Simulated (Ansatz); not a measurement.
# CH4ISi: the cost of one run

Computed with Ansatz 0.2.0 through its Python package. The levels of theory stand in the script.

**1. The structure**

Bond lengths: C1–Si2 1.779 Å, Si2–I3 2.445 Å, C1–H4 1.153 Å, C1–H5 1.093 Å, C1–H6 1.100 Å, Si2–H7 1.507 Å. Angles: C1–Si2–I3 107.9°, C1–Si2–H7 111.6°, I3–Si2–H7 109.2°, Si2–C1–H4 109.1°, Si2–C1–H5 115.2°, Si2–C1–H6 115.6°, H4–C1–H5 105.5°, H4–C1–H6 105.1°, H5–C1–H6 105.4°.

Input file ch4isi.xyz:

```xyz
7

C    -0.62740    0.38870   -0.30550
Si    1.02370   -0.25590   -0.15210
I     0.86090   -2.54240    0.69900
H    -0.57520    1.47020   -0.70150
H    -1.19370    0.44630    0.62800
H    -1.28120   -0.14310   -1.01200
H     1.85410    0.56820    0.79840
```

**2. Script**

File basis_ch4isi.py:

```python
# -*- coding: utf-8 -*-
import ansatz as az


def main():
    system = az.Crystal.molecule_from_extxyz("ch4isi.xyz")

    job = system.calculation()
    job = job.functional("pbe0", dispersion="d3bj").spin("collinear", total=1)
    job = job.scf(lower_state_search="light")

    energies = {}
    for basis in ["def2-SVP", "def2-SVPD", "def2-TZVP", "def2-TZVPP"]:
        r = job.basis(gaussian=basis).run(threads=1).report
        size = r["n_frozen"] + r["n_occupied"][0] + r["n_virtual"][0]
        energies[basis] = (r["reference_energy_ev"] / 27.211386246, r["free_energy_ev"] / 27.211386246)
        print(f"{basis:14s} {size:4d} orbitals  reference {energies[basis][0]:14.6f} Ha  total {energies[basis][1]:14.6f} Ha")

    last = energies["def2-TZVPP"][1]
    for basis, (_, total) in energies.items():
        print(f"{basis:14s} lies {27.211386 * (total - last):9.4f} eV above def2-TZVPP")


if __name__ == "__main__":
    main()
```

**3. The calls as engine input**

The package turns the script's settings into the engine's input (first run):

```yaml
crystal:
  periodic: [false, false, false]
  atoms:
    - { symbol: C, position_ang: [-0.6274, 0.3887, -0.3055] }
    - { symbol: Si, position_ang: [1.0237, -0.2559, -0.1521] }
    - { symbol: I, position_ang: [0.8609, -2.5424, 0.699] }
    - { symbol: H, position_ang: [-0.5752, 1.4702, -0.7015] }
    - { symbol: H, position_ang: [-1.1937, 0.4463, 0.628] }
    - { symbol: H, position_ang: [-1.2812, -0.1431, -1.012] }
    - { symbol: H, position_ang: [1.8541, 0.5682, 0.7984] }
basis:
  gaussian:
    orbitals: def2-SVP
hamiltonian:
  xc: pbe0
  dispersion: d3bj
magnetization:
  spin_polarized: true
  initial_magnetization: 1.0
scf:
  lower_state_search: light
```

**4. The run**

The run is started by

```
python basis_ch4isi.py
```

**Question.** How long does this script take on 1 thread of Arm Neoverse V1, shared host, and how much memory does it need?

About 29 s, with a peak of 0.51 GiB.
